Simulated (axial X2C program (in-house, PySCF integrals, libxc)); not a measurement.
**All-electron X2C curves of GaF⁺**

Aim: find the lowest determinant of GaF⁺, scan the bond at several levels and fit the constants, once spin-free and once with spin–orbit coupling.

The runs use an in-house X2C program for linear molecules on PySCF integrals; all-electron X2C, Ga dyall-cv3z, F dyall-av3z.

All values are calculated.

## 1. Input

Input file task.json:

```json
{"zs": [31, 9], "q": 1, "bas": ["dyall-cv3z", "dyall-av3z"], "levels": ["PBE0", "HF", "BLYP"], "cc": true, "r0": 1.88, "thr": -1.0, "nmax": 90, "npts": 10, "nst": 2, "ntry": 6}
```

Keys: zs atomic numbers; q charge; bas basis sets; levels methods (HF also brings MP2); cc coupled cluster on or off; r0 starting distance in Å; thr threshold in hartree for freezing inner shells (an s shell follows its p shell); nmax most natural virtual spinors; npts points asked for on the curve; nst determinants followed; ntry starts of the search.

The run is started by

```sh
$ python so2c.py task.json out
```

Spin-free means the one-electron spin-free X2C Hamiltonian; two-component (2c) means X2C with spin–orbit coupling and atomic mean-field two-electron Coulomb and Gaunt terms. Basis: Ga dyall-cv3z contracted to [9s9p7d4f1g], F dyall-av3z contracted to [7s6p3d2f]; Gaussian nuclei, density fitting. Masses: Ga 68.926 u, F 18.998 u.

Notation: σ, π±, δ± give the projection m of an orbital's angular momentum (0, ±1, ±2), α and β its spin, Λ and M_S the sums; ω is the projection of a spinor's total angular momentum and Ω the sum. Logs are in hartree.

After this run come: PBE0, spin-free; HF, spin-free; BLYP, spin-free; MP2 and beyond, spin-free; PBE0, 2c; HF, 2c; BLYP, 2c; MP2 and beyond, 2c.

Q: Predict the outcome of this session. Wanted: for each run, Hamiltonian; Re; ωe; De; μ.

**Answer**, as computed:

Lowest determinant that the search found at its distance, spin-free: M_S = 1/2, Λ = 0 (beyond closed shells: σα).

Lowest determinant that the search found at its distance, 2c: Ω = 1/2 (excess of +ω over −ω: ω = 1/2).

| Hamiltonian | level | Re (Å) | ωe (cm⁻¹) | De (eV) | μ (D) |
| --- | --- | --- | --- | --- | --- |
| spin-free | PBE0 | 1.700 | 708 | 1.45 | -3.54 |
| spin-free | BLYP | 1.748 | 615 | 1.42 | -3.28 |
| 2c | PBE0 | 1.700 | 707 | 1.44 | -3.54 |
| 2c | BLYP | 1.748 | 615 | 1.42 | -3.28 |

Dipoles are positive if F is the positive end and refer to the centre of mass. No constants: spin-free HF (the solution changes its character somewhere along the scan, so the fit is set aside); spin-free MP2 (the reference changes its character somewhere along the scan, so the fit is set aside); spin-free CCSD (the reference changes its character somewhere along the scan, so the fit is set aside); spin-free CCSD(T) (the reference changes its character somewhere along the scan, so the fit is set aside); 2c HF (the solution changes its character somewhere along the scan, so the fit is set aside); 2c MP2 (the reference changes its character somewhere along the scan, so the fit is set aside); 2c CCSD (the reference changes its character somewhere along the scan, so the fit is set aside); 2c CCSD(T) (the reference changes its character somewhere along the scan, so the fit is set aside).

In words: At PBE0, going from spin-free to two-component changes Re by 0 mÅ, ωe by -0.1 %; the spin-free picture holds up (part of it comes from the scalar share of the two-electron terms). De moves by 0.00 eV; both De rest on single-determinant atoms, which can miss part of an open shell's spin–orbit lowering.

De refers to Ga+ + F, each in the lowest determinant found, which need not be this curve's own limit. The state is a single determinant with fixed occupations, the lowest that a limited PBE0 search found. Dissociation energies refer to the lowest single-determinant-based atoms at the same level and basis. Density functionals use the spin component along the axis (collinear).
